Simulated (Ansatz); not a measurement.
# C2H7MgNO: a ladder of functionals and wavefunction methods

The task here is to estimate one member of a computed series from the others.

Program: Ansatz 0.2.0, Gaussian basis. Level of theory: functionals in def2-TZVPP, the program's frozen cores in correlated methods. These are calculated values, not measurements.

Plan: LDA (SPW92), PBE-D4, revPBE-D4, BLYP-D4, r2SCAN-D4, B97M-V, PBE0-D4, B3LYP-D4, r2SCANh-D4, r2SCAN0-D4, HSE06-D4, BHLYP-D4, CAM-B3LYP-D4, LC-ωPBE, ωB97X-V, ωB97M-V, B2PLYP, PBE-QIDH; CCSD(T)/def2-SVP; CCSD(T)/def2-TZVPP; MP2/def2-QZVPP; extrapolation to the limit; RPA on PBE.

## The relaxed structure

An earlier PBE0-D4 in a triple-zeta def2 set relaxation fixed the geometry.

SMILES `C[N](C)[Mg][OH]`, 12 atoms, charge 0, spin multiplicity 1.

Atoms are counted from 1 here; the program's logs count them from 0.

Bond lengths: C1–N2 1.438 Å, C1–H6 1.096 Å, C1–H7 1.104 Å, C1–H8 1.104 Å, N2–C3 1.438 Å, N2–Mg4 1.892 Å, C3–H9 1.104 Å, C3–H10 1.096 Å, C3–H11 1.104 Å, Mg4–O5 1.769 Å, O5–H12 0.948 Å. Angles: N2–C1–H6 111.7°, N2–C1–H7 112.4°, N2–C1–H8 112.4°, H6–C1–H7 106.8°, H6–C1–H8 106.8°, H7–C1–H8 106.4°, C1–N2–C3 110.6°, C1–N2–Mg4 124.7°, C3–N2–Mg4 124.7°, N2–C3–H9 112.4°, N2–C3–H10 111.7°, N2–C3–H11 112.4°, H9–C3–H10 106.8°, H9–C3–H11 106.4°, H10–C3–H11 106.8°, N2–Mg4–O5 177.5°, Mg4–O5–H12 156.5°.

Set-up of the first run:

in.yaml reads:

```yaml
crystal:
  periodic: [false, false, false]
  atoms:
    - {symbol: C, position_ang: [-1.088527, -0.954497, 0.540247]}
    - {symbol: N, position_ang: [0.021329, -0.153995, 0.097000]}
    - {symbol: C, position_ang: [1.257681, -0.667881, 0.622739]}
    - {symbol: Mg, position_ang: [-0.124286, 1.361609, -1.026957]}
    - {symbol: O, position_ang: [-0.252426, 2.731045, -2.139038]}
    - {symbol: H, position_ang: [-2.040895, -0.578065, 0.149846]}
    - {symbol: H, position_ang: [-1.179362, -0.974386, 1.640365]}
    - {symbol: H, position_ang: [-1.003674, -2.006405, 0.216064]}
    - {symbol: H, position_ang: [1.274272, -0.674664, 1.726638]}
    - {symbol: H, position_ang: [2.116274, -0.070217, 0.296044]}
    - {symbol: H, position_ang: [1.450893, -1.706551, 0.302351]}
    - {symbol: H, position_ang: [-0.354377, 3.638807, -2.391298]}
basis:
  gaussian: {orbitals: def2-TZVPP}
hamiltonian: {xc: lda}
output: {orbitals: {seedname: orbitals}}
```

Steps of the session up to this table: LDA; PBE-D4 (GGA); revPBE-D4 (GGA); BLYP-D4 (GGA); r2SCAN-D4 (meta-GGA); B97M-V (meta-GGA); PBE0-D4 (hybrid); B3LYP-D4 (hybrid); r2SCANh-D4 (hybrid); r2SCAN0-D4 (hybrid); HSE06-D4 (hybrid); BHLYP-D4 (hybrid); CAM-B3LYP-D4 (range-separated); LC-ωPBE-D4 (range-separated; the results give it without D4); ωB97X-V (range-separated); ωB97M-V (range-separated); B2PLYP (double hybrid); PBE-QIDH (double hybrid).

One table of the session follows, with a row left open; its other results are not shown here.

It belongs to the step «Frontier levels by functional». 

| functional | HOMO (eV) | gap (eV) |
| --- | --- | --- |
| LDA (SPW92) | -4.35 | 2.45 |
| PBE-D4 | -4.22 | 2.51 |
| revPBE-D4 | -4.15 | 2.58 |
| BLYP-D4 | -4.13 | 2.44 |
| r2SCAN-D4 | -4.39 | 3.16 |
| B97M-V | -4.51 | 2.82 |
| PBE0-D4 | -5.43 | 4.47 |
| B3LYP-D4 | -5.26 | 4.00 |
| r2SCANh-D4 | -4.86 | 3.85 |
| r2SCAN0-D4 | ? | ? |
| HSE06-D4 | -5.03 | 3.72 |
| BHLYP-D4 | -6.63 | 6.23 |
| CAM-B3LYP-D4 | -6.82 | 6.57 |
| LC-ωPBE | -8.10 | 9.01 |
| ωB97X-V | -7.80 | 8.50 |
| ωB97M-V | -7.74 | 8.04 |

**Question.** Estimate the row for r2SCAN0-D4.

Worked estimate for «HOMO (eV)». Against the share of exact exchange, r2SCAN-D4 (0, -4.39), r2SCANh-D4 (0.1, -4.86) give a slope of -4.70 per unit share; at 0.25 the line stands at -5.56.

The run gave: HOMO (eV): -5.57; gap (eV): 4.89. In «HOMO (eV)» the line misses by +0.01.
